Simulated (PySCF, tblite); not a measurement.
**C₇H₁₂Ge: geometry, infrared bands and NMR shifts**

Aim: predict the infrared bands and NMR shifts of C₇H₁₂Ge (`C=[C](C)[GeH]1[CH2]C=C[CH2]1`).

Computed with tblite 0.8.0 and PySCF 2.14.0, with density-fitted response routines of our own, on a single molecule in the gas phase. Atoms count from 0, in the outputs and in this text.

## Step 1: The starting structure

20 atoms, charge 0, multiplicity 1; geometry from: force field or distance geometry start.

Bonds of the start (Å): C0–C1 1.35, C1–C2 1.49, C1–Ge3 1.89, Ge3–C4 1.93, C4–C5 1.46, C5–C6 1.27, C6–C7 1.46, C7–Ge3 1.96, C0–H8 1.09, C0–H9 1.05, C2–H10 1.11, C2–H11 1.13, C2–H12 1.11, Ge3–H13 1.51, C4–H14 1.12, C4–H15 1.10, C5–H16 1.13, C6–H17 1.14, C7–H18 1.09, C7–H19 1.12.

## Step 2: Relaxing the molecule with GFN2-xTB

Job settings and geometry (Å):

```
{"job": {"kind": "relax", "xc": "GFN2-xTB", "basis": "xTB"}, "charge": 0, "multiplicity": 1}
C      1.821400    -1.585900    -0.062000
C      1.601600    -0.251600    -0.092600
C      2.674500     0.630700    -0.637200
Ge    -0.037000     0.396200     0.598100
C     -1.130600     1.306200    -0.710200
C     -2.451700     0.838900    -0.302300
C     -2.541200    -0.296200     0.264200
C     -1.324100    -1.079900     0.479300
H      1.089400    -2.284300     0.331100
H      2.728300    -1.955200    -0.441900
H      3.368600     0.003200    -1.226500
H      2.135600     1.377000    -1.297400
H      3.242700     1.168900     0.147300
H      0.004200     1.053200     1.959600
H     -0.901300     0.892800    -1.727600
H     -0.980400     2.391100    -0.703400
H     -3.354300     1.493800    -0.481800
H     -3.541600    -0.716600     0.612300
H     -1.295300    -1.738900     1.344900
H     -1.114100    -1.632800    -0.466800
```

The run is started by

```console
$ OMP_NUM_THREADS=1 python probes_run.py task.json out
```

This one command runs all jobs of the session in turn.

Output:

```text
step      E/eV     max force
  0    -623.68964    5.039
  1    -623.91419    3.703
  2    -624.09340    0.649
  3    -624.13602    0.733
  4    -624.19248    0.996
  5    -624.24260    0.678
  6    -624.27002    0.458
  7    -624.28859    0.386
  8    -624.30342    0.349
  9    -624.31544    0.255
 10    -624.32429    0.225
 11    -624.33094    0.156
 12    -624.33619    0.204
 13    -624.34121    0.184
 14    -624.34638    0.157
 15    -624.35135    0.159
 16    -624.35637    0.175
 17    -624.36232    0.239
 18    -624.37004    0.231
 19    -624.37932    0.262
 20    -624.38808    0.248
 21    -624.39463    0.195
 22    -624.39967    0.153
 23    -624.40502    0.208
 24    -624.41133    0.231
 25    -624.41719    0.219
 26    -624.42133    0.167
 27    -624.42426    0.143
 28    -624.42675    0.170
 29    -624.42908    0.119
 30    -624.43122    0.113
 31    -624.43308    0.108
 32    -624.43478    0.162
 33    -624.43641    0.149
 34    -624.43783    0.078
 35    -624.43883    0.069
 36    -624.43955    0.070
 37    -624.44015    0.075
 38    -624.44073    0.056
 39    -624.44127    0.058
 40    -624.44181    0.062
 41    -624.44247    0.087
 42    -624.44336    0.101
 43    -624.44454    0.081
 44    -624.44588    0.091
 45    -624.44719    0.089
 46    -624.44840    0.083
 47    -624.44980    0.093
 48    -624.45109    0.103
 49    -624.45230    0.090
 50    -624.45362    0.120
 51    -624.45523    0.119
 52    -624.45695    0.119
 53    -624.45860    0.107
 54    -624.46013    0.098
 55    -624.46166    0.107
 56    -624.46297    0.072
 57    -624.46401    0.069
 58    -624.46477    0.071
 59    -624.46563    0.084
 60    -624.46632    0.059
 61    -624.46674    0.041
 62    -624.46696    0.037
 63    -624.46719    0.041
 64    -624.46749    0.038
 65    -624.46778    0.038
 66    -624.46799    0.032
 67    -624.46813    0.027
 68    -624.46827    0.029
 69    -624.46840    0.026
 70    -624.46849    0.019
 71    -624.46856    0.021
 72    -624.46862    0.023
 73    -624.46872    0.030
 74    -624.46885    0.029
 75    -624.46900    0.033
 76    -624.46915    0.027
 77    -624.46928    0.026
 78    -624.46941    0.032
 79    -624.46959    0.036
 80    -624.46983    0.034
 81    -624.47016    0.045
 82    -624.47059    0.049
 83    -624.47109    0.057
 84    -624.47166    0.054
 85    -624.47228    0.058
 86    -624.47288    0.076
 87    -624.47345    0.091
 88    -624.47412    0.095
 89    -624.47497    0.073
 90    -624.47503    0.140
 91    -624.47635    0.061
 92    -624.47673    0.036
 93    -624.47715    0.051
 94    -624.47734    0.032
 95    -624.47762    0.035
 96    -624.47779    0.030
 97    -624.47793    0.029
 98    -624.47806    0.026
 99    -624.47812    0.040
100    -624.47823    0.020
101    -624.47831    0.017
102    -624.47846    0.021
103    -624.47854    0.024
104    -624.47867    0.031
105    -624.47875    0.025
106    -624.47883    0.017
107    -624.47891    0.020
108    -624.47900    0.020
109    -624.47908    0.020
110    -624.47916    0.023
111    -624.47927    0.028
112    -624.47944    0.030
113    -624.47962    0.030
114    -624.47979    0.024
115    -624.47992    0.028
116    -624.48004    0.028
117    -624.48018    0.051
118    -624.48030    0.037
119    -624.48053    0.022
120    -624.48075    0.027
121    -624.48095    0.037
122    -624.48121    0.044
123    -624.48170    0.053
124    -624.48248    0.062
125    -624.48332    0.047
126    -624.48373    0.066
127    -624.48392    0.032
128    -624.48411    0.048
129    -624.48434    0.049
130    -624.48447    0.032
131    -624.48468    0.024
132    -624.48478    0.022
133    -624.48487    0.016
134    -624.48491    0.018
135    -624.48496    0.014
136    -624.48500    0.014
137    -624.48504    0.011
138    -624.48506    0.013
139    -624.48508    0.013
140    -624.48511    0.012
141    -624.48513    0.009
```

Wall time 2.2 s (1 thread of Intel Xeon, shared host); peak memory 0.18 GiB.

Relaxation path: (not every step is listed)

```csv
step,energy from step 0 (eV),largest force (eV/Å)
0,0.0000,5.0391
1,-0.2245,3.7030
2,-0.4038,0.6491
3,-0.4464,0.7328
4,-0.5028,0.9964
5,-0.5530,0.6776
6,-0.5804,0.4582
7,-0.5989,0.3863
8,-0.6138,0.3494
20,-0.6984,0.2479
32,-0.7451,0.1618
44,-0.7562,0.0915
56,-0.7733,0.0722
68,-0.7786,0.0290
80,-0.7802,0.0339
92,-0.7871,0.0361
104,-0.7890,0.0305
116,-0.7904,0.0280
128,-0.7945,0.0483
136,-0.7954,0.0142
137,-0.7954,0.0109
138,-0.7954,0.0135
139,-0.7954,0.0128
140,-0.7955,0.0122
141,-0.7955,0.0094
```

Distances of close pairs at the start and the end, largest changes first:

```csv
bond,before (Å),after (Å),change (Å)
C1–Ge3,1.893,1.978,+0.085
Ge3–C4,1.933,1.995,+0.062
C6–H17,1.140,1.082,-0.058
C5–C6,1.272,1.323,+0.051
C5–H16,1.130,1.082,-0.048
C2–H11,1.133,1.090,-0.043
C4–C5,1.459,1.498,+0.039
C6–C7,1.463,1.498,+0.035
```

The end geometry stands in the next job.

## Step 3: Infrared spectrum with GFN2-xTB

Job settings and geometry (Å):

```
{"job": {"kind": "ir", "xc": "GFN2-xTB", "basis": "xTB"}, "charge": 0, "multiplicity": 1}
C      1.694650    -1.635877    -0.614853
C      1.632113    -0.365750    -0.249997
C      2.733961     0.606851    -0.523857
Ge     0.036265     0.381444     0.648528
C     -1.144696     1.428153    -0.571763
C     -2.366350     0.567507    -0.681586
C     -2.502211    -0.509670     0.073635
C     -1.436658    -0.894652     1.054323
H      0.890160    -2.323801    -0.409940
H      2.550362    -2.046697    -1.130980
H      3.556168     0.139513    -1.061894
H      2.353991     1.441948    -1.112551
H      3.108867     1.014157     0.414880
H      0.493568     1.202538     1.844949
H     -0.714585     1.606947    -1.558215
H     -1.410553     2.403249    -0.160418
H     -3.127820     0.860432    -1.391876
H     -3.379279    -1.139664     0.011334
H     -1.808302    -0.782259     2.074103
H     -1.164798    -1.943690     0.933445
```

Output:

```text
mode    cm-1     km/mol
  1      14.9      0.10
  2      38.6      0.32
  3      97.4      0.43
  4     127.8      0.50
  5     136.9      0.14
  6     243.1      1.81
  7     310.7      5.52
  8     348.1      7.46
  9     350.8      8.20
 10     379.7     18.61
 11     525.5     21.99
 12     531.9      3.14
 13     555.2     68.36
 14     603.0     14.79
 15     637.6     44.70
 16     676.9     71.10
 17     700.4    100.01
 18     754.7      0.38
 19     761.2     40.11
 20     791.6     62.91
 21     897.4     31.09
 22     905.8      0.02
 23     953.2      4.07
 24     966.6      2.08
 25    1003.1     10.60
 26    1011.8     12.24
 27    1035.1      0.54
 28    1082.2      0.10
 29    1098.1     12.71
 30    1127.1     10.03
 31    1180.5      4.75
 32    1194.5      0.24
 33    1222.1      1.64
 34    1321.0     11.30
 35    1391.6      3.69
 36    1412.0      2.42
 37    1441.6      3.70
 38    1447.1      4.46
 39    1470.1      7.70
 40    1477.4      3.95
 41    1689.0      4.83
 42    1711.9     22.56
 43    1862.1    504.54
 44    2944.0     59.72
 45    2944.6     19.98
 46    2967.5     11.52
 47    2971.5     52.67
 48    2987.9     30.16
 49    3003.0     20.15
 50    3021.1     44.01
 51    3044.9     28.02
 52    3059.0     69.50
 53    3060.8    113.10
 54    3091.8     40.23
```

Run time: 1.4 s. Hardware: 1 thread of Intel Xeon, shared host; peak memory 0.18 GiB.

The strongest bands and the atoms that carry them (share of the mass-weighted mode):

```csv
cm⁻¹,km/mol,atoms
555,68.4,H13 80 %
677,71.1,"H8 21 %, H9 16 %, H17 13 %, H16 12 %"
700,100.0,"H13 32 %, H8 24 %, H9 19 %"
792,62.9,"H17 16 %, H16 15 %, H15 12 %, H18 10 %"
1862,504.5,H13 99 %
2944,59.7,"H15 55 %, H14 31 %"
3059,69.5,"H9 80 %, H8 11 %"
3061,113.1,"H17 46 %, H16 42 %"
```

## Step 4: Shielding tensors: PBE0/pcSseg-1

Same as in step 3 but for these lines:

```diff
@@ -1,2 +1,2 @@
-{"job": {"kind": "ir", "xc": "GFN2-xTB", "basis": "xTB"}, "charge": 0, "multiplicity": 1}
+{"job": {"kind": "nmr", "xc": "PBE0", "basis": "pcSseg-1"}, "charge": 0, "multiplicity": 1}
 C      1.694650    -1.635877    -0.614853
```

Method: GIAO PBE0/pcSseg-1 NMR shielding, non-relativistic, gas phase.

Output:

```text
coarse grid: 73344 points
cycle   1  E = -2349.9743154620  dE =  2.093e-01  |g| = 9.654e-01  |ddm| = 4.139e+00
cycle   2  E = -2349.9323879153  dE =  4.193e-02  |g| = 1.027e+00  |ddm| = 1.183e+00
cycle   3  E = -2350.0775332385  dE = -1.451e-01  |g| = 8.973e-02  |ddm| = 7.523e-01
cycle   4  E = -2350.0788849555  dE = -1.352e-03  |g| = 3.486e-02  |ddm| = 1.137e-01
cycle   5  E = -2350.0791883040  dE = -3.033e-04  |g| = 1.162e-02  |ddm| = 3.981e-02
cycle   6  E = -2350.0792207085  dE = -3.240e-05  |g| = 2.734e-03  |ddm| = 1.060e-02
cycle   7  E = -2350.0792223794  dE = -1.671e-06  |g| = 8.009e-04  |ddm| = 2.523e-03
final grid: 155960 points
cycle   8  E = -2350.0792531252  dE =  9.272e-08  |g| = 1.112e-03  |ddm| = 3.006e-03
cycle   9  E = -2350.0792526393  dE =  4.859e-07  |g| = 1.765e-03  |ddm| = 2.619e-03
cycle  10  E = -2350.0792534446  dE = -8.052e-07  |g| = 2.044e-04  |ddm| = 1.586e-03
cycle  11  E = -2350.0792534554  dE = -1.087e-08  |g| = 2.530e-05  |ddm| = 1.934e-04
cycle  12  E = -2350.0792534556  dE = -1.337e-10  |g| = 3.618e-06  |ddm| = 2.597e-05
converged SCF energy = -2350.0792534556

GIAO shielding tensors (ppm)
atom      isotropic    diamagn.    paramagn.     s11        s22        s33       span
  0 C       57.196     254.269    -197.073    -55.149     78.442    148.294    203.443
  1 C       32.556     264.911    -232.355    -79.310     10.964    166.015    245.325
  2 C      159.178     246.201     -87.023    143.548    147.323    186.663     43.115
  3 Ge    1383.857    2755.315   -1371.458   1279.287   1402.169   1470.115    190.828
  4 C      165.017     252.316     -87.299    154.798    156.383    183.871     29.073
  5 C       48.189     255.148    -206.959    -59.063     62.816    140.814    199.878
  6 C       48.955     255.801    -206.846    -57.650     63.355    141.160    198.810
  7 C      168.064     252.685     -84.621    154.470    158.639    191.083     36.613
  8 H       26.246      33.875      -7.629     23.026     23.706     32.007      8.980
  9 H       25.695      30.766      -5.071     22.690     24.727     29.667      6.977
 10 H       29.660      28.787       0.874     25.769     27.616     35.595      9.826
 11 H       29.596      29.805      -0.209     24.558     29.827     34.403      9.845
 12 H       29.531      28.624       0.907     25.204     28.465     34.923      9.720
 13 H       26.814      30.478      -3.664     20.421     21.794     38.228     17.807
 14 H       30.046      32.251      -2.205     24.778     28.524     36.835     12.056
 15 H       29.839      30.640      -0.801     24.711     27.117     37.690     12.978
 16 H       25.546      29.737      -4.191     22.708     26.579     27.349      4.641
 17 H       25.545      29.809      -4.264     22.796     26.621     27.218      4.422
 18 H       29.864      30.629      -0.765     24.647     26.896     38.047     13.400
 19 H       29.828      32.652      -2.824     24.678     27.980     36.825     12.147
```

Wall time 66 s (1 thread of Intel Xeon, shared host); peak memory 0.98 GiB.

The references, computed at this level on geometries of the same kind, shield at (ppm): 1H TMS 31.72, 13C TMS 186.9, 73Ge GeMe4 1331. Their shielding less the atom's gives the shift. The references are single molecules in the gas phase. Atoms listed in one row are averaged.

```csv
atoms,environment,σ (ppm),δ (ppm)
C1,fully substituted alkene carbon,32.6,154.4
"C5, C6",alkene CH,48.6,138.4
C0,terminal =CH2 carbon,57.2,129.7
C2,allylic methyl carbon,159.2,27.7
"C4, C7",allylic sp3 CH2 bonded to Ge,166.5,20.4
"H16, H17",hydrogen on an alkene CH,25.55,6.17
H9,hydrogen on a terminal =CH2 carbon,25.69,6.02
H8,hydrogen on a terminal =CH2 carbon,26.25,5.47
H13,"hydrogen on a germanium bonded to 3 C, in a 5-membered ring",26.81,4.90
"H10, H11, H12",hydrogen on an allylic methyl carbon,29.60,2.12
"H15, H18",hydrogen on an allylic sp3 CH2 bonded to Ge,29.85,1.87
"H14, H19",hydrogen on an allylic sp3 CH2 bonded to Ge,29.94,1.78
Ge3,"germanium bonded to 3 C, H, in a 5-membered ring",1384,-53
```

Charges from the same density, by scheme (e):

```csv
atoms,Mulliken,IAO,Hirshfeld,ESP fit
C0,-0.07,-0.31,-0.11,-0.63
C1,-0.67,-0.19,-0.07,0.26
C2,-0.17,-0.42,-0.12,-0.47
Ge3,0.77,0.74,0.37,0.09
"C4, C7",-0.45,-0.51,-0.16,-0.03
"C5, C6",-0.14,-0.16,-0.06,-0.18
```

Mayer bond orders: C0–C1 1.97, C1–C2 1.05, C1–Ge3 0.82, Ge3–C4 0.93, C4–C5 1.01, C5–C6 1.91, C6–C7 1.01, C7–Ge3 0.94.

Ring of atoms Ge3, C4, C5, C6, C7: NICS(0) -2.9, NICS(1) -3.3, NICS(1)zz -2.2 ppm (means of both faces).

## Step 5: Results

```
                                                               quantity                                         value
                              strongest single infrared mode (GFN2-xTB)                         1862 cm⁻¹, 505 km/mol
                                           zero-point energy (GFN2-xTB)                                100.9 kcal/mol
13C shifts against TMS (PBE0/pcSseg-1, means over atoms taken as alike)           154.4, 138.4, 129.7, 27.7, 20.4 ppm
 1H shifts against TMS (PBE0/pcSseg-1, means over atoms taken as alike)  6.17, 6.02, 5.47, 4.90, 2.12, 1.87, 1.78 ppm
                              73Ge shifts against GeMe4 (PBE0/pcSseg-1)                                       -53 ppm
```

**Reading.** Relaxing lowered the energy by 0.795 eV in 141 steps; the close pair that moved most is C1–Ge3, from 1.893 to 1.978 Å. All 54 modes are real, so the xTB geometry is a minimum. The strongest single mode, at 1862 cm⁻¹, moves mainly H13. GFN2-xTB is a fitted tight-binding method: band positions and strengths are rough. Its intensities can rank the bands wrongly. H16, H17 (mean) (hydrogen on an alkene CH) lies farthest downfield among hydrogen, at 6.17 ppm; a vinylic proton, deshielded by the sp2 carbon and the C=C anisotropy. At PBE0/pcSseg-1: Shielding is most anisotropic at C1 (span 245 ppm, paramagnetic term -232 ppm). Spin-orbit coupling is left out, which matters for shieldings and couplings at and beside the heavy atoms.
